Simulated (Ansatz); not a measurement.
# BiIr (zincblende type): the cost of one run

Computed with Ansatz 0.2.0 (DFT PBEsol, with the methods named in each step, unless a step's input says otherwise).

1 further run of the same task is left out (for a known fault of the program). Runs told in other sessions of the task aren't counted.

**1. The structure to begin with**

It takes space group F-43m (No. 216, cubic). Conventional cell: a = 6.048 Å, b = 6.048 Å, c = 6.048 Å, α = 90.00°, β = 90.00°, γ = 90.00°. Ir (site symmetry -43m) has 4 Bi at 2.62 Å in its first shell of neighbours. Bi (site symmetry -43m) has 4 Ir at 2.62 Å in its first shell of neighbours.

Coordinates:

```xyz
2
Lattice="0.0000 3.0239 3.0239 3.0239 0.0000 3.0239 3.0239 3.0239 0.0000" Properties=species:S:1:pos:R:3 pbc="T T T"
Ir    0.0000    0.0000    0.0000
Bi    1.5120    1.5120    1.5120
```

Whether this phase is the stable one at these pressures isn't tested.

Atoms are numbered in the order of the input: Ir1, Bi2.

**2. The reference volume, LAPW**

Input file input.yaml:

```yaml
crystal:
  lattice:
    - [0.0, 3.023938488, 3.023938488]
    - [3.023938488, 0.0, 3.023938488]
    - [3.023938488, 3.023938488, 0.0]
  atoms:
    - { symbol: Ir, position: [0.0, 0.0, 0.0] }
    - { symbol: Bi, position: [0.25, 0.25, 0.25] }
kpoints:
  mp_grid: { grid: [12, 12, 12] }
  band_path:
    path:
      - [0.0, 0.0, 0.0]
      - [-0.5, -0.5, 0.0]
      - [-0.375, -0.375, 0.25]
      - [-0.375, 0.0, 0.375]
      - [0.0, 0.0, 0.0]
      - [0.0, 0.0, 0.5]
      - [-0.5, -0.25, 0.25]
      - [-0.5, -0.5, 0.0]
    npoints: 14
scf:
  occupations: { method: fermi_dirac, width: 0.1 }
hamiltonian:
  xc: pbesol
  pseudopotentials: { kind: all_electron, lapw: { basis_error: 0.001 } }
output:
  forces: true
  stress: true
  eigenvalues: true
  populations: true
  dos: { projected: true, de: 0.2, e_range: [-14, 8] }
```

Run with:

```bash
$ ansatz run input.yaml --threads 1 --pin off --max-ram 2048MiB --backend cpu --events-out ev --progress --plain --runs-dir out
```

What time and memory should one allow on 1 thread of Arm Neoverse V2, shared host?

About 2 min, with a peak of 0.57 GiB.
